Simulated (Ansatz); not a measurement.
# InWS3: a trial structure relaxed, part 2 of 2

Aim: relax a trial structure of InWS3 and see where it ends.

Ansatz 0.2.0; DFT PBE, scalar-relativistic, plane waves, PAW. Earlier steps stand in the parts before.

## (5) Changed: hubbard.sites [{species: W, l: d, u_eff: 5.0}], hubbard.double_counting fll

input.yaml

```yaml
crystal:
  lattice:
    - [4.905416283, 0.0, 0.0]
    - [0.0, 4.905416283, 0.0]
    - [0.0, 0.0, 4.905416283]
  atoms:
    - { symbol: In, position: [0.5, 0.5, 0.5] }
    - { symbol: W, position: [0.0, 0.0, 0.0], spin: 3.77 }
    - { symbol: S, position: [0.0, 0.5, 0.5], spin: -0.28 }
    - { symbol: S, position: [0.5, 0.0, 0.5], spin: -0.28 }
    - { symbol: S, position: [0.5, 0.5, 0.0], spin: -0.28 }
basis:
  ecutwfc: 420
kpoints:
  mp_grid: { grid: [8, 8, 8] }
hamiltonian:
  xc: pbe
  hubbard: { sites: [{ species: W, l: d, u_eff: 5.0 }], double_counting: fll }
scf:
  occupations: { method: gaussian, width: 0.1 }
output:
  forces: true
  eigenvalues: true
  stress: true
magnetization:
  spin_polarized: true
relax:
  adjacent_minimum: "off"
  f_tol: 0.01
  max_steps: 80
  cell: { stress_tol: 0.05 }
```

Run with:

```console
ansatz run input.yaml --threads 1 --pin off --max-ram 2560MiB --backend cpu --events-out ev --progress --plain --runs-dir out
```

The program printed:

```text
Warning: RAYON_NUM_THREADS=1 ignored (pool sized by the plan → 1); use --threads N
In: projections on atomic orbitals take those of the free atom [Kr] 4d10 5s2 5p1, of charge +0.00 (hamiltonian.pseudopotentials.projection_atoms); the dataset's partial waves leave at most 3.8e-6 of an orbital's norm unspanned inside its sphere
W: projections on atomic orbitals take those of the free atom [Kr 4d10 4f14] 5s2 5p6 5d4 6s2, of charge +0.00 (hamiltonian.pseudopotentials.projection_atoms); the dataset's partial waves leave at most 6.5e-5 of an orbital's norm unspanned inside its sphere
S: projections on atomic orbitals take those of the free atom [Ne] 3s2 3p4, of charge +0.00 (hamiltonian.pseudopotentials.projection_atoms); the dataset's partial waves leave at most 1.6e-7 of an orbital's norm unspanned inside its sphere
Engine: ansatz 0.2.0, x86_64-unknown-linux-gnu
Pseudopotentials: kind: paw
Pseudopotential: In, paw, valence charge 13, recommended cutoff 420 eV (normal), In.paw.azcp
Pseudopotential: W, paw, valence charge 14, recommended cutoff 420 eV (normal), W.paw.azcp
Pseudopotential: S, paw, valence charge 6, recommended cutoff 420 eV (normal), S.paw.azcp
Functional definition: PBE
  parameter kappa = 0.804
  parameter beta = 0.06672455060314922
  exchange = pbe_x(kappa = kappa, mu = beta*pi^2/3)
  correlation = pbe_c(beta = beta)
Crystal: 5 atoms, lattice volume = 118.040 Å³
Basis set: ecut = 420 eV, 2325 PW (Γ), exchange–correlation on 72×72×72 points (8 copies of the dense FFT grid, shifted against one another)
Bands: 30, of which v1, the nominal top of the filled ones, is band 23 counted from 1 (22 counted from 0)
Symmetry: 48 space group operations
Space group: Pm-3m (ITA 221), of the structure as read, at distance tolerance 4.9e-5 Å
Magnetic group: BNS 221.92 (UNI 1594), of the structure as read, at distance tolerance 4.9e-5 Å
k-points: 35 of 512
Non-local potential: In, projectors of the file, l = 0: 2, l = 1: 2, l = 2: 2, l = 3: 2
Non-local potential: W, projectors of the file, l = 0: 3, l = 1: 2, l = 2: 2, l = 3: 1
Non-local potential: S, projectors of the file, l = 0: 2, l = 1: 2, l = 2: 2
PAW form: soft (Blöchl's): semilocal exchange-correlation on the pseudo side does not see the compensation charge
PAW one-centre angular grid: In, 590 points (default); XC on 64 Gauss nodes
PAW one-centre angular grid: W, 590 points (default); XC on 64 Gauss nodes
PAW one-centre angular grid: S, 110 points (default); XC on 64 Gauss nodes
Initial density: superposition of atomic densities (chi_scale 0.1, normalization cell, long waves kept (reshape's long-wave potential 0.02 eV rms))
Starting moments: Σ|m| = 4.61 μB on 4 of 5 sites
Initial wavefunctions: pseudopotential atomic-orbital guess
Functional: x = pbe(κ = 0.804, μ = 0.2195149727645171), c = pbe(β = 0.06672455060314922)
SCF iter   1: F=—  HF=-18682.091695 eV  |F-HF|=—  |Δ(HF+E_count)|=         —  Δρ=3.95e-2 (↑3.95e-2 ↓2.38e-2)  dr2=1.48e1  dr2_m=1.49e-1  M=2.724 μB ∫|m|=3.694 μB  β_m=0.30  ethr=3.10e-3  ⟨swp⟩=5.9  Hψ=9769  notcnv=0
preconditioner: auto → Kerker (q_TF=auto, 2.323 Å⁻¹)  [metal: Δε(μ)=0.001 eV  Ē_g=11.845 eV  σ=0.100 eV  W_gap=0.01  n_scr=26 (ndim 8)  ℏωp=20.8 eV  f_vac=0.000  D(μ)=4.23/eV (n_scr^D=26)]
spin=Collinear: Kerker preconditioning applied to the charge; magnetization (m = ρ↑ − ρ↓) channel mixes plain (no charge-response kernel on spin).
SCF iter   2: F=—  HF=-18680.343636 eV  |F-HF|=—  |Δ(HF+E_count)|=    1.75e0  Δρ=1.92e-2 (↑1.73e-2 ↓1.92e-2)  dr2=4.98e0  dr2_m=2.29e-2  M=2.891 μB ∫|m|=4.473 μB  β_m=1.00  ethr=3.10e-3  ⟨swp⟩=2.9  Hψ=3476  notcnv=0  defer=83
SCF iter   3: F=—  HF=-18679.894680 eV  |F-HF|=—  |Δ(HF+E_count)|=   4.49e-1  Δρ=2.40e-2 (↑2.40e-2 ↓1.01e-2)  dr2=6.54e-1  dr2_m=2.48e-1  M=3.092 μB ∫|m|=5.911 μB  β_m=1.00  ethr=3.10e-3  ⟨swp⟩=3.2  Hψ=3986  notcnv=0  defer=77
SCF iter   4: F=—  HF=-18680.390704 eV  |F-HF|=—  |Δ(HF+E_count)|=   4.96e-1  Δρ=1.83e-2 (↑1.83e-2 ↓6.85e-3)  dr2=1.87e0  dr2_m=7.40e-2  M=2.906 μB ∫|m|=5.360 μB  β_m=0.30  ethr=1.45e-3  ⟨swp⟩=3.3  Hψ=5180  notcnv=0  defer=93
SCF iter   5: F=—  HF=-18680.124553 eV  |F-HF|=—  |Δ(HF+E_count)|=   2.66e-1  Δρ=3.48e-3 (↑2.69e-3 ↓3.48e-3)  dr2=1.71e-2  dr2_m=7.75e-3  M=2.928 μB ∫|m|=6.049 μB  β_m=1.00  ethr=1.45e-3  ⟨swp⟩=3.1  Hψ=3693  notcnv=0  defer=79
SCF iter   6: F=—  HF=-18680.225410 eV  |F-HF|=—  |Δ(HF+E_count)|=   1.01e-1  Δρ=5.94e-3 (↑5.94e-3 ↓1.07e-3)  dr2=1.19e-1  dr2_m=9.36e-3  M=2.932 μB ∫|m|=6.363 μB  β_m=1.00  ethr=3.79e-5  ⟨swp⟩=2.2  Hψ=3919  notcnv=0  defer=66
SCF iter   7: F=—  HF=-18680.254255 eV  |F-HF|=—  |Δ(HF+E_count)|=   2.88e-2  Δρ=1.24e-3 (↑9.23e-4 ↓1.24e-3)  dr2=4.84e-3  dr2_m=6.64e-4  M=2.933 μB ∫|m|=6.312 μB  β_m=0.30  ethr=3.79e-5  ⟨swp⟩=2.2  Hψ=3975  notcnv=0  defer=66
SCF iter   8: F=—  HF=-18680.278014 eV  |F-HF|=—  |Δ(HF+E_count)|=   2.38e-2  Δρ=1.42e-3 (↑1.42e-3 ↓9.07e-4)  dr2=1.71e-2  dr2_m=3.27e-4  M=2.938 μB ∫|m|=6.363 μB  β_m=1.00  ethr=1.07e-5  ⟨swp⟩=1.0  Hψ=2063  notcnv=0  defer=66
SCF iter   9: F=—  HF=-18680.288014 eV  |F-HF|=—  |Δ(HF+E_count)|=   1.00e-2  Δρ=8.96e-4 (↑8.96e-4 ↓3.66e-4)  dr2=1.08e-3  dr2_m=3.92e-4  M=2.940 μB ∫|m|=6.312 μB  β_m=0.30  ethr=1.07e-5  ⟨swp⟩=2.0  Hψ=3694  notcnv=0  defer=66
SCF iter  10: F=—  HF=-18680.293739 eV  |F-HF|=—  |Δ(HF+E_count)|=   5.72e-3  Δρ=6.13e-4 (↑6.13e-4 ↓3.24e-4)  dr2=2.88e-3  dr2_m=4.70e-5  M=2.942 μB ∫|m|=6.360 μB  β_m=1.00  ethr=2.40e-6  ⟨swp⟩=2.3  Hψ=3267  notcnv=0  defer=68
SCF iter  11: F=—  HF=-18680.297044 eV  |F-HF|=—  |Δ(HF+E_count)|=   3.31e-3  Δρ=3.63e-4 (↑3.63e-4 ↓2.34e-4)  dr2=1.15e-3  dr2_m=1.21e-5  M=2.943 μB ∫|m|=6.362 μB  β_m=1.00  ethr=2.40e-6  ⟨swp⟩=2.0  Hψ=2520  notcnv=0  defer=68
SCF iter  12: F=—  HF=-18680.298726 eV  |F-HF|=—  |Δ(HF+E_count)|=   1.68e-3  Δρ=1.19e-4 (↑8.96e-5 ↓1.19e-4)  dr2=8.62e-5  dr2_m=4.07e-6  M=2.943 μB ∫|m|=6.358 μB  β_m=0.30  ethr=2.40e-6  ⟨swp⟩=1.7  Hψ=2410  notcnv=0  defer=68
Mixer restart at iter 12: flushing history
spin-set hold released at iteration 12 (site moments contracting): the magnetisation degrees of freedom join the quasi-Newton model from the next iteration; the mixer history was flushed
SCF iter  13: F=—  HF=-18680.299714 eV  |F-HF|=—  |Δ(HF+E_count)|=   9.88e-4  Δρ=2.15e-4 (↑2.15e-4 ↓9.34e-5)  dr2=3.07e-4  dr2_m=6.01e-6  M=2.944 μB ∫|m|=6.365 μB  β_m=0.65  ethr=1.92e-7  ⟨swp⟩=1.1  Hψ=2084  notcnv=0  defer=67
SCF iter  14: F=—  HF=-18680.300906 eV  |F-HF|=—  |Δ(HF+E_count)|=   1.19e-3  Δρ=1.88e-4 (↑1.88e-4 ↓9.80e-5)  dr2=2.89e-4  dr2_m=4.27e-6  M=2.946 μB ∫|m|=6.377 μB  β_m=0.82  ethr=1.92e-7  ⟨swp⟩=2.0  Hψ=3590  notcnv=0  defer=67
SCF iter  15: F=—  HF=-18680.300882 eV  |F-HF|=—  |Δ(HF+E_count)|=   2.39e-5  Δρ=4.46e-5 (↑4.46e-5 ↓3.77e-5)  dr2=2.38e-5  dr2_m=2.87e-7  M=2.946 μB ∫|m|=6.374 μB  β_m=0.91  ethr=1.92e-7  ⟨swp⟩=2.0  Hψ=2585  notcnv=0  defer=67
SCF iter  16: F=—  HF=-18680.300881 eV  |F-HF|=—  |Δ(HF+E_count)|=   1.63e-6  Δρ=9.78e-6 (↑9.78e-6 ↓9.23e-6)  dr2=1.08e-6  dr2_m=1.43e-8  M=2.946 μB ∫|m|=6.372 μB  β_m=0.96  ethr=5.30e-8  ⟨swp⟩=2.1  Hψ=2409  notcnv=0  defer=67
iter 17 did not close the SCF: its close was put off until two iterations running show no level that it waits for move by more than its bar (scf_convergence_deferred on its scf_iter line)
SCF iter  17: F=-18680.300881 eV  HF=-18680.300881 eV  |F-HF|=4.65e-8  |Δ(HF+E_count)|=   1.07e-7  Δρ=3.15e-6 (↑3.15e-6 ↓2.33e-6)  dr2=8.50e-8  dr2_m=1.75e-9  M=2.946 μB ∫|m|=6.372 μB  β_m=0.98  ethr=2.22e-10  ⟨swp⟩=7.3  Hψ=9918  notcnv=0
iter 18 did not close the SCF: its close was put off until two iterations running show no level that it waits for move by more than its bar (scf_convergence_deferred on its scf_iter line)
SCF iter  18: F=-18680.300881 eV  HF=-18680.300881 eV  |F-HF|=7.49e-10  |Δ(HF+E_count)|=   2.23e-9  Δρ=1.05e-6 (↑1.05e-6 ↓5.90e-7)  dr2=3.50e-9  dr2_m=2.57e-10  M=2.946 μB ∫|m|=6.372 μB  β_m=0.99  ethr=1.89e-10  ⟨swp⟩=1.9  Hψ=5914  notcnv=0
SCF iter  19: F=-18680.300881 eV  HF=-18680.300881 eV  |F-HF|=1.49e-10  |Δ(HF+E_count)|=   1.74e-9  Δρ=2.13e-7 (↑2.13e-7 ↓1.90e-7)  dr2=3.15e-10  dr2_m=2.69e-12  M=2.946 μB ∫|m|=6.372 μB  ethr=7.78e-12  ⟨swp⟩=1.7  Hψ=5380  notcnv=0
SCF 1 converged in 19 iterations: F = -18680.300881 eV  dr2 = 3.15e-10
relax step   1: F+E_penalty+E_count = -18680.30088078 eV  Δ(F+E_penalty+E_count) = +0.000e0 eV  max|allowed force component| = 2.133e-29 eV/Å  Δτ_max = 0.0000 Å  P = +3.580 GPa  Ω = 118.040 Å³  (19 SCF iters, dr2 threshold 1.00e-7 eV, accepted)
[... 20 lines left out ...]
relax step   2: F+E_penalty+E_count = -18680.37687620 eV  Δ(F+E_penalty+E_count) = -7.600e-2 eV  max|allowed force component| = 4.723e-29 eV/Å  Δτ_max = 0.0000 Å  P = +0.333 GPa  Ω = 124.655 Å³  energy of the carried Pulay correction = -1.389e-3 eV  (9 SCF iters, dr2 threshold 5.00e-7 eV, accepted)
[... 10 lines left out ...]
relax step   3: F+E_penalty+E_count = -18680.37755763 eV  Δ(F+E_penalty+E_count) = -6.814e-4 eV  max|allowed force component| = 6.074e-30 eV/Å  Δτ_max = 0.0000 Å  P = +0.036 GPa  Ω = 125.376 Å³  energy of the carried Pulay correction = -1.536e-3 eV  (5 SCF iters, dr2 threshold 2.78e-7 eV, accepted)
[... 12 lines left out ...]
relax step   4: F+E_penalty+E_count = -18680.37898662 eV  Δ(F+E_penalty+E_count) = -1.429e-3 eV  max|allowed force component| = 6.561e-30 eV/Å  Δτ_max = 0.0000 Å  P = +0.031 GPa  Ω = 125.376 Å³  stress off target by 3.11e-2 GPa  SCF on the basis re-selected at this cell (its energy is not comparable with the rows above)  (7 SCF iters)
basis re-selected at this cell: Δ(F+E_penalty+E_count) = -1.429e-3 eV, ΔP = -0.005 GPa vs the last step (what re-selecting the basis moved, of the pressure what is left beyond the Pulay correction that the steps carried, after the strain that the cell walked since its last selection, with what the two solves' SCF thresholds leave and, on support functions, any second-order correction that the steps lacked; it is no measure of the basis error at this ecutwfc). This SCF's stress stands 3.11e-2 GPa from its target on what of the cell is left free (relax.cell.stress_tol is 5.00e-2 GPa) and its largest allowed force component is 6.56e-30 eV/Å (relax.f_tol is 1.00e-2 eV/Å): within both
SCF converged after 7 iterations
Magnetization: 2.9366 μB (23.9683 up, 21.0317 down)
Absolute magnetization: 6.5177 μB (∫|ρ↑−ρ↓|, with the PAW one-centre terms)
Spin contamination: 1.5983 ħ² per cell (⟨S²⟩ above its minimum at these occupations)
Per-site moments (μB) at R_I (Å): [(0.01045694846874272, 1.0322832743254453), (4.089395318158678, 1.459869006761951), (-0.45318410893513555, 1.0322832743254453), (-0.45318410893513533, 1.0322832743254453), (-0.4531841089351353, 1.0322832743254453)]
Free energy (F): -18680.378987 eV
Harris-Foulkes:  -18680.378987 eV  (|F-HF|=7.28e-12)
Internal energy: -18680.366112 eV  (E = F + TS)
E sigma→0 (E₀):  -18680.372549 eV
Entropy (-TS):   -0.012875 eV (-2.575 meV/atom)
Fermi energy:    6.389273 eV
--- Per-component energies (eV) ---
  E_band       = -340.082415
  E_kinetic    = 1010.035619
  E_local      = -2930.404472  (includes V_loc(G=0)·N_el)
  E_nonlocal   = 462.512813
  E_hartree    = 1084.599246
  E_xc         = -765.936606
  E_vxc        = -590.578645  (∫ρ·V_xc dr)
  E_hubbard    = 1.197935  (on-site DFT+U / exact-exchange correction)
  E_vhub       = -9.322456  (the Hubbard potential's part of the band-sum identity)
  E_paw        = -14523.977482  (= ΣΔE_a)
  E_vpaw       = -451.523828  (= ΣTr[D̂ρ^β])
  E_aug_tail   = -0.000030  (compensation charges beyond the density's cutoff)
  E_ewald      = -3018.393134
  E_smearing   = -0.012875  (= −TS)
  E_closure    = 0.000000  (closes the sum)
  Σ components = -18680.378987   (vs F -18680.378987, Δ=0.00e0)
--- Forces (eV/Å), atoms counted from 1 ---
  atom   1  In    -0.00000000     0.00000000     0.00000000
  atom   2  W     -0.00000000    -0.00000000    -0.00000000
  atom   3  S     -0.00000000     0.00000000    -0.00000000
  atom   4  S     -0.00000000     0.00000000     0.00000000
  atom   5  S      0.00000000     0.00000000     0.00000000
  max |Σ_I F_I| component: 1.21e-29 eV/Å
--- Stress (GPa, compression-positive) ---
        0.031090      -0.000000      -0.000000
       -0.000000       0.031090       0.000000
       -0.000000       0.000000       0.031090
  P = ⅓ Tr σ = 0.0311 GPa (0.311 kbar)
--- Band table (eV; the first three rows and the last of 70) ---
  k-point 0 ↑: bands = ["-67.0197", "-31.5633", "-31.5633", "-31.5633", "-8.1939", "-8.1939", "-7.5792", "-7.5792", "-7.5792", "-6.6095", "-3.8636", "-3.8636", "2.1076", "2.1076", "2.1076", "4.0620", "4.0620", "4.5198", "4.5198", "4.5198", "4.9379", "5.7547", "5.7547", "5.7547", "5.8180", "5.8180", "5.8180", "6.5824", "13.6769", "13.6769"]
[... 3 lines left out ...]
Occupation matrices written to <dir>
--- Relaxed structure (3 steps of the walk, 3 accepted, 1 SCFs on fresh bases) ---
  F+E_penalty+E_count = -18680.37898662 eV   max|allowed force component| = 6.561e-30 eV/Å   (the final SCF, on the basis selected at the relaxed cell)
  cell:  # Å, volume = 125.3761 Å³
    - [5.00500981491125, -5.7777898331617076e-34, 5.135813185032629e-34]
    - [-5.7777898331617076e-34, 5.00500981491125, -1.2839532962581572e-34]
    - [5.135813185032629e-34, -1.2839532962581572e-34, 5.00500981491125]
  atoms:
    - { symbol: In, position: [0.5, 0.5, 0.5] }
    - { symbol: W, position: [-3.2717745604914835e-37, 1.6358872807579274e-37, -3.067288650439145e-37] }
    - { symbol: S, position: [4.580484384675424e-36, 0.5, 0.5] }
    - { symbol: S, position: [0.5, 1.6358872804009358e-37, 0.5] }
    - { symbol: S, position: [0.5, 0.5, 3.067288650439128e-37] }
```

Wall time 3.1 min (1 thread of Intel Xeon at 2.50GHz (Skylake/Cascade Lake), shared host); peak memory 0.67 GiB.

```tsv
run	ending	energy change	pressure (GPa)	gap (eV)	abs. moment (μB)	force (eV/Å)	cycles	time
step 4	converged	0	0.0	0.00	5.00	0.00	-	2 min
variant	converged	+382.2 meV/atom (Hubbard term changed: no physical gain or loss)	0.0	0.00	6.52	0.00	-	3.1 min
```

Changing the Hubbard U and double counting of the Hubbard term moves the energy by +382.2 meV/atom, and the absolute moment goes from 5.00 to 6.52 μB and the final volume goes from 118.20 to 125.38 Å³. The U term adds an energy of its own, so the shift says nothing about which run is better. Cost: 3.1 min against 2 min.

## (6) What came out

The summary covers parts 1 to 2. Changes of volume or cell count from the first structure of part 1.

| quantity | value |
| --- | --- |
| symmetry at the end (tolerance 0.05 Å) | space group Pm-3m (No. 221) |
| conventional cell | a = 4.908 Å, b = 4.908 Å, c = 4.908 Å, α = 90.00°, β = 90.00°, γ = 90.00° |
| volume | 23.64 Å³/atom |
| energy over the elements | +1.31 eV/atom |
| gap on the mesh | none (metal) |
| total moment | 2.90 μB/cell |

**Reading.** The space group Pm-3m (No. 221) is kept, and the volume per atom grows by 17.0 % from the first guess. The formation energy is positive, so the separate elements lie lower. No finished test with a distortion of lower symmetry is shown, so the end may be a saddle point. The runs treat W without spin-orbit coupling. An odd count of electrons in a cell without spin polarisation forces a partly filled band, so those cells are metals by count; spin or a larger cell could change that. Other magnetic orders were not searched.
